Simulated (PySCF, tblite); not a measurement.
# adiponitrile (C₆H₈N₂): a rotation path, then NMR shifts on frames, part 2 of 2

tblite 0.8.0 and PySCF 2.14.0. Atoms count from 0.

**5. NMR shieldings: image 4, PBE0/pcSseg-1**

The job: settings as JSON, then the geometry in Å.

```
{"job": {"kind": "nmr", "xc": "PBE0", "basis": "pcSseg-1", "pop": false}, "charge": 0, "multiplicity": 1}
N     -2.758100     1.288200    -1.007500
C     -2.343300     0.357200    -0.489900
C     -1.825000    -0.816800     0.166400
C     -0.330900    -0.686100     0.544200
C      0.275500     0.645900     0.102100
C      1.749400     0.767300     0.508400
C      2.555200    -0.211400    -0.175700
N      3.174300    -0.995100    -0.731700
H     -1.978000    -1.662600    -0.508800
H     -2.435100    -0.987400     1.057600
H      0.230100    -1.502400     0.084600
H     -0.224400    -0.785900     1.626700
H     -0.279100     1.471000     0.554400
H      0.193100     0.742300    -0.983200
H      2.126100     1.761100     0.250900
H      1.862600     0.623500     1.587100
```

Method: GIAO PBE0/pcSseg-1 NMR shielding, non-relativistic, gas phase.

Log:

```text
coarse grid: 13600 points
cycle   1  E = -342.3439247391  dE =  1.008e+00  |g| = 5.669e-01  |ddm| = 3.658e+00
cycle   2  E = -342.1001395714  dE =  2.438e-01  |g| = 1.210e+00  |ddm| = 1.462e+00
cycle   3  E = -342.4226762004  dE = -3.225e-01  |g| = 1.129e-01  |ddm| = 9.329e-01
cycle   4  E = -342.4255060290  dE = -2.830e-03  |g| = 4.299e-02  |ddm| = 1.200e-01
cycle   5  E = -342.4259316952  dE = -4.257e-04  |g| = 9.838e-03  |ddm| = 4.125e-02
cycle   6  E = -342.4259542583  dE = -2.256e-05  |g| = 2.311e-03  |ddm| = 9.360e-03
cycle   7  E = -342.4259546479  dE = -3.896e-07  |g| = 1.926e-03  |ddm| = 2.549e-03
final grid: 132208 points
cycle   8  E = -342.4724795751  dE = -4.007e-05  |g| = 8.822e-03  |ddm| = 3.280e-02
cycle   9  E = -342.4724572732  dE =  2.230e-05  |g| = 1.356e-02  |ddm| = 1.631e-02
cycle  10  E = -342.4724954731  dE = -3.820e-05  |g| = 3.727e-03  |ddm| = 1.037e-02
cycle  11  E = -342.4724984855  dE = -3.012e-06  |g| = 3.156e-04  |ddm| = 2.560e-03
cycle  12  E = -342.4724985078  dE = -2.230e-08  |g| = 9.224e-05  |ddm| = 3.628e-04
cycle  13  E = -342.4724985098  dE = -2.002e-09  |g| = 2.369e-05  |ddm| = 8.946e-05
cycle  14  E = -342.4724985099  dE = -1.043e-10  |g| = 1.087e-05  |ddm| = 1.956e-05
converged SCF energy = -342.4724985099

GIAO shielding tensors (ppm)
atom      isotropic    diamagn.    paramagn.     s11        s22        s33       span
  0 N      -37.111     340.014    -377.125   -209.183   -199.929    297.779    506.962
  1 C       64.542     261.479    -196.937    -51.675    -45.771    291.072    342.747
  2 C      173.074     248.539     -75.465    151.371    181.010    186.842     35.471
  3 C      165.345     250.571     -85.225    149.906    168.208    177.922     28.017
  4 C      156.660     251.569     -94.909    143.647    153.136    173.196     29.549
  5 C      168.993     248.550     -79.557    157.578    168.816    180.583     23.005
  6 C       63.170     261.035    -197.865    -55.515    -47.799    292.823    348.338
  7 N      -33.418     339.995    -373.413   -203.820   -196.396    299.962    503.782
  8 H       29.079      28.098       0.982     23.537     27.960     35.741     12.203
  9 H       29.137      27.245       1.892     23.510     27.905     35.995     12.484
 10 H       29.561      33.513      -3.952     23.934     29.942     34.807     10.873
 11 H       30.411      32.567      -2.155     24.858     30.182     36.193     11.335
 12 H       29.744      34.121      -4.377     24.186     29.991     35.056     10.870
 13 H       29.702      34.810      -5.108     24.567     30.441     34.097      9.530
 14 H       29.083      27.602       1.481     23.683     27.635     35.933     12.249
 15 H       29.693      28.803       0.890     25.336     28.189     35.556     10.220
```

It took 21 s on 1 thread of Intel Xeon Platinum 8488C, shared host; peak memory 0.81 GiB.

Key values: δ C6 123.8, C1 122.4, C4 30.3, C3 21.6, H8 2.64, H14 2.63 ppm.

**6. Shielding tensors: image 6, PBE0/pcSseg-1**

The job: settings as JSON, then the geometry in Å.

```
{"job": {"kind": "nmr", "xc": "PBE0", "basis": "pcSseg-1", "pop": false}, "charge": 0, "multiplicity": 1}
N     -2.575500     0.927300    -1.578700
C     -2.251000     0.173000    -0.783700
C     -1.845800    -0.749300     0.247400
C     -0.329200    -0.703800     0.513500
C      0.259400     0.684200     0.261400
C      1.759200     0.739000     0.576200
C      2.499900    -0.133900    -0.299500
N      3.068100    -0.831500    -1.004300
H     -2.146300    -1.755600    -0.055300
H     -2.403000    -0.486100     1.151600
H      0.177800    -1.426400    -0.129400
H     -0.150800    -1.000600     1.550100
H     -0.259000     1.424800     0.874900
H      0.108300     0.951700    -0.786900
H      2.133000     1.757300     0.437200
H      1.947200     0.438700     1.611200
```

Method: GIAO PBE0/pcSseg-1 NMR shielding, non-relativistic, gas phase.

Log:

```text
coarse grid: 13600 points
cycle   1  E = -342.3462051544  dE =  1.009e+00  |g| = 5.674e-01  |ddm| = 3.630e+00
cycle   2  E = -342.1014700345  dE =  2.447e-01  |g| = 1.212e+00  |ddm| = 1.455e+00
cycle   3  E = -342.4253944336  dE = -3.239e-01  |g| = 1.143e-01  |ddm| = 9.300e-01
cycle   4  E = -342.4283059814  dE = -2.912e-03  |g| = 4.310e-02  |ddm| = 1.225e-01
cycle   5  E = -342.4287335087  dE = -4.275e-04  |g| = 9.707e-03  |ddm| = 4.114e-02
cycle   6  E = -342.4287557233  dE = -2.221e-05  |g| = 2.097e-03  |ddm| = 9.299e-03
cycle   7  E = -342.4287561179  dE = -3.946e-07  |g| = 1.668e-03  |ddm| = 2.312e-03
final grid: 132208 points
cycle   8  E = -342.4752881327  dE = -4.170e-05  |g| = 8.454e-03  |ddm| = 3.096e-02
cycle   9  E = -342.4752721670  dE =  1.597e-05  |g| = 1.216e-02  |ddm| = 1.545e-02
cycle  10  E = -342.4753029060  dE = -3.074e-05  |g| = 3.610e-03  |ddm| = 9.519e-03
cycle  11  E = -342.4753057130  dE = -2.807e-06  |g| = 3.236e-04  |ddm| = 2.457e-03
cycle  12  E = -342.4753057364  dE = -2.333e-08  |g| = 9.248e-05  |ddm| = 3.608e-04
cycle  13  E = -342.4753057384  dE = -2.002e-09  |g| = 2.362e-05  |ddm| = 9.039e-05
cycle  14  E = -342.4753057385  dE = -1.015e-10  |g| = 1.163e-05  |ddm| = 2.030e-05
converged SCF energy = -342.4753057385

GIAO shielding tensors (ppm)
atom      isotropic    diamagn.    paramagn.     s11        s22        s33       span
  0 N      -38.110     340.086    -378.196   -210.000   -200.616    296.286    506.286
  1 C       64.687     261.724    -197.037    -51.328    -46.356    291.746    343.074
  2 C      171.112     248.575     -77.463    152.647    177.023    183.665     31.018
  3 C      162.397     250.624     -88.227    148.112    165.426    173.653     25.541
  4 C      157.510     251.528     -94.018    146.433    155.612    170.486     24.052
  5 C      169.030     248.770     -79.740    157.480    169.294    180.316     22.837
  6 C       63.488     261.252    -197.763    -54.816    -47.361    292.642    347.459
  7 N      -34.247     340.122    -374.369   -205.277   -197.575    300.112    505.389
  8 H       29.120      27.568       1.551     23.836     27.437     36.086     12.251
  9 H       29.257      28.033       1.223     23.920     28.059     35.791     11.870
 10 H       29.523      33.781      -4.259     23.892     30.061     34.614     10.722
 11 H       30.460      32.526      -2.066     25.356     29.905     36.118     10.763
 12 H       30.199      33.429      -3.229     25.023     30.004     35.571     10.548
 13 H       29.383      34.961      -5.578     23.973     30.111     34.065     10.092
 14 H       29.096      27.565       1.532     23.753     27.523     36.013     12.260
 15 H       29.635      28.759       0.876     25.250     28.039     35.616     10.365
```

Wall time 21 s (1 thread of Intel Xeon Platinum 8488C, shared host); peak memory 0.81 GiB.

Key values: δ C6 123.4, C1 122.2, C4 29.4, C3 24.5, H14 2.62, H8 2.60 ppm.

**7. Shielding tensors: image 8, PBE0/pcSseg-1**

The job: settings as JSON, then the geometry in Å.

```
{"job": {"kind": "nmr", "xc": "PBE0", "basis": "pcSseg-1", "pop": false}, "charge": 0, "multiplicity": 1}
N     -2.499500     0.368600    -2.009500
C     -2.222100    -0.081300    -0.996200
C     -1.862200    -0.642300     0.282000
C     -0.340100    -0.674600     0.468600
C      0.265400     0.727100     0.424200
C      1.784600     0.695100     0.634300
C      2.442100    -0.069200    -0.396300
N      2.955200    -0.680900    -1.213800
H     -2.269800    -1.655500     0.336700
H     -2.330900    -0.038200     1.065000
H      0.108700    -1.285600    -0.318100
H     -0.116500    -1.145300     1.429400
H     -0.180000     1.349900     1.204100
H      0.042100     1.186700    -0.541600
H      2.188900     1.711100     0.615100
H      2.026600     0.243300     1.601600
```

Method: GIAO PBE0/pcSseg-1 NMR shielding, non-relativistic, gas phase.

Log:

```text
coarse grid: 13600 points
cycle   1  E = -342.3485112754  dE =  1.007e+00  |g| = 5.692e-01  |ddm| = 3.611e+00
cycle   2  E = -342.1005610787  dE =  2.480e-01  |g| = 1.218e+00  |ddm| = 1.460e+00
cycle   3  E = -342.4286343318  dE = -3.281e-01  |g| = 1.151e-01  |ddm| = 9.352e-01
cycle   4  E = -342.4315971900  dE = -2.963e-03  |g| = 4.319e-02  |ddm| = 1.234e-01
cycle   5  E = -342.4320270194  dE = -4.298e-04  |g| = 9.602e-03  |ddm| = 4.108e-02
cycle   6  E = -342.4320492372  dE = -2.222e-05  |g| = 1.636e-03  |ddm| = 9.294e-03
cycle   7  E = -342.4320498225  dE = -5.853e-07  |g| = 4.381e-04  |ddm| = 1.649e-03
final grid: 132208 points
cycle   8  E = -342.4784443167  dE = -4.207e-05  |g| = 7.445e-03  |ddm| = 2.966e-02
cycle   9  E = -342.4784430073  dE =  1.309e-06  |g| = 7.902e-03  |ddm| = 1.280e-02
cycle  10  E = -342.4784582643  dE = -1.526e-05  |g| = 1.251e-03  |ddm| = 6.486e-03
cycle  11  E = -342.4784585636  dE = -2.993e-07  |g| = 4.681e-04  |ddm| = 1.083e-03
cycle  12  E = -342.4784586081  dE = -4.441e-08  |g| = 1.067e-04  |ddm| = 3.677e-04
cycle  13  E = -342.4784586106  dE = -2.592e-09  |g| = 2.208e-05  |ddm| = 9.217e-05
cycle  14  E = -342.4784586108  dE = -1.089e-10  |g| = 5.030e-06  |ddm| = 1.840e-05
converged SCF energy = -342.4784586108

GIAO shielding tensors (ppm)
atom      isotropic    diamagn.    paramagn.     s11        s22        s33       span
  0 N      -35.405     340.254    -375.659   -207.076   -199.057    299.919    506.996
  1 C       63.848     261.352    -197.504    -53.936    -47.073    292.553    346.489
  2 C      168.880     249.232     -80.351    156.885    169.374    180.382     23.497
  3 C      157.852     250.942     -93.090    144.683    159.521    169.354     24.671
  4 C      157.878     250.906     -93.028    144.751    159.532    169.350     24.600
  5 C      168.814     249.195     -80.381    156.786    169.335    180.321     23.534
  6 C       63.887     261.297    -197.410    -53.865    -47.020    292.545    346.410
  7 N      -35.357     340.212    -375.569   -207.041   -198.958    299.928    506.970
  8 H       29.118      27.435       1.683     23.778     27.463     36.113     12.335
  9 H       29.573      28.854       0.719     25.189     28.019     35.511     10.323
 10 H       29.457      34.106      -4.649     24.513     30.017     33.843      9.330
 11 H       30.404      32.722      -2.318     25.307     29.824     36.082     10.774
 12 H       30.407      32.746      -2.340     25.312     29.817     36.090     10.778
 13 H       29.457      34.113      -4.656     24.517     30.006     33.848      9.331
 14 H       29.113      27.404       1.709     23.768     27.463     36.107     12.339
 15 H       29.565      28.773       0.792     25.177     28.018     35.498     10.321
```

It took 21 s on 1 thread of Intel Xeon Platinum 8488C, shared host; peak memory 0.81 GiB.

Key values: δ C1 123.1, C6 123.0, C3 29.1, C4 29.0, H14 2.60, H8 2.60 ppm.

**8. Side by side: NMR shifts**

Shifts (ppm) of some atoms, chosen among heavy atoms and hydrogens apart, with basis size and wall time:

```csv
frame,C1,C3,C2,H12,H13,N7,N0,functions,time
image 0,124.0,29.6,18.0,2.19,1.42,301.3,301.3,176,22 s
image 2,122.7,25.4,16.3,2.27,1.59,300.5,305.1,176,22 s
image 4,122.4,21.6,13.9,1.97,2.02,301.1,304.8,176,21 s
image 6,122.2,24.5,15.8,1.52,2.33,302.0,305.8,176,21 s
image 8,123.1,29.1,18.0,1.31,2.26,303.1,303.1,176,21 s
```

**9. Summary of results**

This closing draws on all 2 parts.

| quantity | value |
| --- | --- |
| barrier | 0.143 eV (3.3 kcal/mol) at image 4 |
| end to end (GFN2-xTB) | 0.027 eV |
| ¹³C shifts against TMS (PBE0/pcSseg-1, image 0) | 124.0, 124.0, 29.6, 29.6, 18.1, 18.0 ppm |
| ¹H shifts against TMS (PBE0/pcSseg-1, image 0) | 2.60, 2.60, 2.19, 2.18, 2.11, 2.11, 1.42, 1.42 ppm |
| ¹⁵N shifts against NH3 (PBE0/pcSseg-1, image 0) | 301.3, 301.3 ppm |
| range of the shift of C3 | 21.6 to 29.6 ppm |

What this shows: Along the band the dihedral turns by 124°, and the top (dihedral -2°) lies 3.3 kcal/mol above the start (GFN2-xTB, rough), so at room temperature this motion is fast. Ends this close can change order at a higher level. The top was not checked by a frequency run. Shifts at one fixed geometry are not the observed spectrum, which averages over the motion. In ppm, C3 moves most: its shift spreads over 8.0 ppm, from 21.6 (image 4) to 29.6 (image 0).
